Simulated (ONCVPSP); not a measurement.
**Pseudopotential generation for technetium: ONCV, PBEsol**

Task: generate the file, and judge it by its errors in other configurations, its logarithmic derivatives, its ghosts and its cutoff.

Program: ONCVPSP 4.0.1.1 (patched build). Reference atom: PBEsol, scalar-relativistic, spherical and spin-unpolarised. All values are calculated.

### 1 Settings

Typed settings, in words:

```
element                 : technetium (Tc, Z = 43)
type                    : optimised norm-conserving Vanderbilt (ONCV)
frozen core             : [Kr]
valence charge          : 7
reference configuration : 4d5 5s1.5 5p0.5
partial waves           : 5s: rc 2.50 bohr, ncon 4, nbas 7, qcut 2.1 1/bohr, 1 projector; 5p: rc 2.85 bohr, ncon 5, nbas 9, qcut 2.7 1/bohr, 3 projectors, debl 2.7 Ha; 4d: rc 1.45 bohr, ncon 4, nbas 9, qcut 7.4 1/bohr, 3 projectors, debl 2.7 Ha; f scattering state at 0.4 Ha: rc 2.85 bohr, ncon 4, nbas 9, qcut 3.7 1/bohr, 2 projectors, debl 2.9 Ha
local potential         : polynomial inside 1.00 bohr (lpopt 2, dvloc0 1 Ha)
core correction         : Teter function, fcfact 5.5, rcfact 1.2
```

### 2 The generation run

Input file Tc.dat:

```
# ATOM AND REFERENCE CONFIGURATION
# atsym  z   nc   nv     iexc    psfile
  Tc 43.00    8    3  -116133      upf
#
#   n    l    f
    1    0    2.00
    2    0    2.00
    2    1    6.00
    3    0    2.00
    3    1    6.00
    3    2   10.00
    4    0    2.00
    4    1    6.00
    4    2    5.00
    5    0    1.50
    5    1    0.50
#
# PSEUDOPOTENTIAL AND OPTIMIZATION
# lmax
    3
#
#   l,   rc,      ep,       ncon, nbas, qcut
    0    2.50    0.00    4    7    2.10
    1    2.85    0.00    5    9    2.70
    2    1.45    0.00    4    9    7.40
    3    2.85    0.40    4    9    3.70
#
# LOCAL POTENTIAL
# lloc, lpopt,  rc(5),   dvloc0
    4    2    1.00    1.00
#
# VANDERBILT-KLEINMAN-BYLANDER PROJECTORs
# l, nproj, debl
    0    1    3.00
    1    3    2.70
    2    3    2.70
    3    2    2.90
#
# MODEL CORE CHARGE
# icmod, fcfact, rcfact
    3    5.50    1.20
#
# LOG DERIVATIVE ANALYSIS
# epsh1, epsh2, depsh
   -2.00    5.00    0.02
#
# OUTPUT GRID
# rlmax, drl
    6.00    0.01
#
# TEST CONFIGURATIONS
# ncnf
    4
# nvcnf
#   n    l    f
    3
    4    2    5.00
    5    0    2.00
    5    1    0.00
#
    3
    4    2    5.00
    5    0    1.00
    5    1    0.00
#
    3
    4    2    5.00
    5    0    0.00
    5    1    0.00
#
    3
    4    2    4.00
    5    0    2.00
    5    1    0.00
#
```

Run with:

```console
$ oncvpsp.x < Tc.dat > Tc.out
```

What does the calculation give? Wanted: cutoffs for 1 and 0.1 mHa per electron, occupied waves; bound ghosts; GHOST(+) flags; largest test error; largest phase difference near zero energy, channels read; rms error of d²Exc/dn², without and with the model core.

The runs gave:

| quantity | value |
| --- | --- |
| cutoffs for 1 and 0.1 mHa per electron, occupied waves | 22 Ha and 27 Ha |
| bound ghosts | s at -116.68 eV, f at -200.72 eV |
| GHOST(+) flags | p at 117 eV |
| largest test error (AE − PS) | -63 meV, for 4d4 5s2 5p0 |
| largest phase difference near zero energy, channels read | 0.021 rad |
| rms error of d²Exc/dn², without and with the model core | 5.78 and 2.29 mHa |

In words: It has a bound ghost (s, f), a state that the atom doesn't have, and that rules the file out. By total energies transferability is fair: the largest error is 63 meV on 9.8 eV, for 4d4 5s2 5p0. The potential is of middling hardness: the looser tolerance needs 22 Ha. At the looser tolerance the 4d wave is the slowest; 5s needs 6 Ha. Near zero energy the phases of the channels with partial waves agree within 0.021 rad. The pseudo curves have a pole with no partner nearby in the atom's: s at 0.90 Ha. At positive energy that is a spurious or a displaced resonance. The program also flags highly localised states, GHOST(+) (p). These are tests on the free atom; a crystal test is still owed.
